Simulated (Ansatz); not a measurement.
# BrF2HInS: the cost of one run

Computed with Ansatz 0.2.0. Level: RHF/def2-SVPD.

### 1 The system as given

SMILES `[F][In]([SH])[Br]`, 5 atoms, charge 0, spin multiplicity 1.

Atoms are counted from 1 here; the program's logs count them from 0.

Bond lengths: F1–In2 1.988 Å, In2–S3 2.405 Å, In2–Br4 2.490 Å, S3–H5 1.366 Å. Angles: F1–In2–S3 118.2°, F1–In2–Br4 116.3°, S3–In2–Br4 125.6°, In2–S3–H5 91.5°.

Coordinates:

| atom | x (Å) | y (Å) | z (Å) |
| --- | --- | --- | --- |
| F1 | -1.15895 | -1.08401 | 1.95721 |
| In2 | -0.33694 | -0.39348 | 0.28417 |
| S3 | 1.13579 | 1.50125 | 0.44043 |
| Br4 | -0.94072 | -1.58925 | -1.81492 |
| H5 | 1.35073 | 1.49189 | -0.90830 |

This geometry comes from a loose relaxation at PBE in a small basis, which is not shown.

### 4 Plan of the scan

The probe is moved over the plane through the molecule's long axis and the normal of its main plane (x and y are the axes of that plane, centred on the molecule).

- x of the probe's F atom: 13 values from −5.04 to 5.04 Å
- z of the probe's F atom: 7 values from −2.52 to 2.52 Å

Nothing else is relaxed (molecule and probe rigid). Energies count from molecule and probe far apart, each relaxed in its own basis (no counterpoise correction). Points are written as (first, second).

The probe F- moves over a plane: the plane through the molecule's long axis and the normal of its main plane. The molecule is turned into the frame of its main axes, as the inputs below show.

(The set-up runs are not shown.)

### 5 Grid point (0.00 Å, −2.52 Å)

The input, input.yaml:

```yaml
crystal:
  periodic: [false, false, false]
  atoms:
    - { symbol: F, position_ang: [0.05201, -2.007934, -1.0e-06] }
    - { symbol: In, position_ang: [0.029109, -0.068656, 3.0e-06] }
    - { symbol: S, position_ang: [2.124447, 1.082325, -1.0e-06] }
    - { symbol: Br, position_ang: [-2.205566, 0.994265, -1.0e-06] }
    - { symbol: H, position_ang: [1.585912, 2.307272, -6.4e-05] }
    - { symbol: F, position_ang: [0.0, 0.0, -2.52] }
total_charge: -1
basis:
  gaussian: { orbitals: def2-SVPD }
hamiltonian:
  xc: hf
output:
  forces: true
```

On the command line:

```sh
$ ansatz run input.yaml --threads 1 --pin off --max-ram 2560MiB --backend cpu --events-out ev --progress --plain --runs-dir out
```

What time and memory should one allow on 1 thread of Intel Xeon 6975P-C (Granite Rapids), shared host?

About 4.8 s, with a peak of 0.46 GiB.
